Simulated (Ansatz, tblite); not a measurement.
# The cluster MgCu₄: one state, many levels

An exercise on one series of results from a longer session: the logs are not shown, and one member is left open.

Computed with Ansatz 0.2.0, Gaussian basis. Level: as each input shows.

Plan: GFN1-xTB, GFN2-xTB, PBE-D4/def2-TZVP, r2SCAN-D4/def2-TZVP, LC-ωPBE/def2-TZVP, B2PLYP/def2-TZVP, B3LYP-D4/def2-TZVP, PBE-D4/def2-SVP, PBE0-D4/def2-SVP, CCSD(T)/def2-SVP, MP2/def2-TZVP.

2 further runs of the same task are left out: 2 set aside as unsound or not needed.

## The structure

The singlet was relaxed beforehand with r2SCAN-D4/def2-SVP. At that level it is the lowest of the isomers that a small search found.

5 atoms, charge 0, spin multiplicity 1.

Bond lengths: Mg1–Cu2 2.421 Å, Mg1–Cu3 2.421 Å, Mg1–Cu4 2.556 Å, Mg1–Cu5 2.556 Å, Cu2–Cu4 2.357 Å, Cu3–Cu5 2.357 Å, Cu4–Cu5 2.295 Å. Angles: Cu2–Mg1–Cu3 166.3°, Cu2–Mg1–Cu4 56.5°, Cu2–Mg1–Cu5 109.8°, Cu3–Mg1–Cu4 109.8°, Cu3–Mg1–Cu5 56.5°, Cu4–Mg1–Cu5 53.4°, Mg1–Cu2–Cu4 64.7°, Mg1–Cu3–Cu5 64.7°, Mg1–Cu4–Cu2 58.9°, Mg1–Cu4–Cu5 63.3°, Cu2–Cu4–Cu5 122.2°, Mg1–Cu5–Cu3 58.9°, Mg1–Cu5–Cu4 63.3°, Cu3–Cu5–Cu4 122.2°.

Geometry (Å):

```
Mg    0.5056    0.8899    0.1052
Cu   -1.6127    1.6546    0.9925
Cu    2.3401   -0.3746   -0.8411
Cu   -1.5601   -0.6007    0.3103
Cu    0.3270   -1.5693   -0.5669
```

No spin-orbit coupling is included.

PBE0-D4/def2-TZVP was run before; its log isn't repeated, and its numbers join the tables.

The first run:

Tight binding, by tblite at 300 K electronic temperature and without a spin-polarisation term:

```python
tblite.interface.Calculator('GFN1-xTB', numbers, positions, charge=0, uhf=0).singlepoint()
```

Tight binding, by tblite at 300 K electronic temperature and without a spin-polarisation term:

```python
tblite.interface.Calculator('GFN2-xTB', numbers, positions, charge=0, uhf=0).singlepoint()
```

start.molden holds the orbitals of an earlier run on this state, given as this run's starting guess.

in.yaml

```yaml
crystal:
  periodic: [false, false, false]
  atoms:
    - {symbol: Mg, position_ang: [0.505642, 0.889904, 0.105178]}
    - {symbol: Cu, position_ang: [-1.612665, 1.654647, 0.992538]}
    - {symbol: Cu, position_ang: [2.340065, -0.374564, -0.841127]}
    - {symbol: Cu, position_ang: [-1.560059, -0.600715, 0.310286]}
    - {symbol: Cu, position_ang: [0.327016, -1.569271, -0.566875]}
basis:
  gaussian: {orbitals: def2-TZVP, initial_orbitals: start.molden}
hamiltonian: {xc: pbe, dispersion: d4}
scf: {omitted_lower_state_checks: [starts]}
output: {forces: true, orbitals: {seedname: orbitals}}
```

Started as:

```bash
> ansatz run in.yaml --threads 4 --pin off --events-out ev --progress --plain --max-ram 8704MiB
```

Steps of the session up to this table: PBE-D4/def2-TZVP; r2SCAN-D4/def2-TZVP; LC-ωPBE/def2-TZVP; B2PLYP/def2-TZVP; B3LYP-D4/def2-TZVP; PBE-D4/def2-SVP; PBE0-D4/def2-SVP; CCSD(T)/def2-SVP; MP2/def2-TZVP.

One of the session's tables, all rows but one given; the rest of the session is left out.

It belongs to the step «Binding energy». 

| level | binding an atom (eV) |
| --- | --- |
| HF/def2-SVP | 0.266 |
| HF/def2-TZVP | 0.130 |
| PBE-D4/def2-SVP | 1.892 |
| PBE-D4/def2-TZVP | 1.483 |
| r2SCAN-D4/def2-TZVP | 1.496 |
| B3LYP-D4/def2-TZVP | 1.201 |
| PBE0-D4/def2-SVP | 1.517 |
| PBE0-D4/def2-TZVP | ? |
| LC-ωPBE/def2-TZVP | 1.128 |
| B2PLYP/def2-TZVP | 1.163 |
| MP2/def2-SVP | 1.257 |
| MP2/def2-TZVP | 1.156 |
| CCSD/def2-SVP | 1.085 |
| CCSD(T)/def2-SVP | 1.248 |

Estimate the missing values for PBE0-D4/def2-TZVP.

The run gave: binding an atom (eV): 1.227. In the column «binding an atom (eV)» it lies between B3LYP-D4/def2-TZVP (1.201) and CCSD(T)/def2-SVP (1.248).

Caveats from the session: Free atoms were run apart at each level; binding is atoms less cluster, divided by the number of atoms, without zero-point or spin-orbit terms.
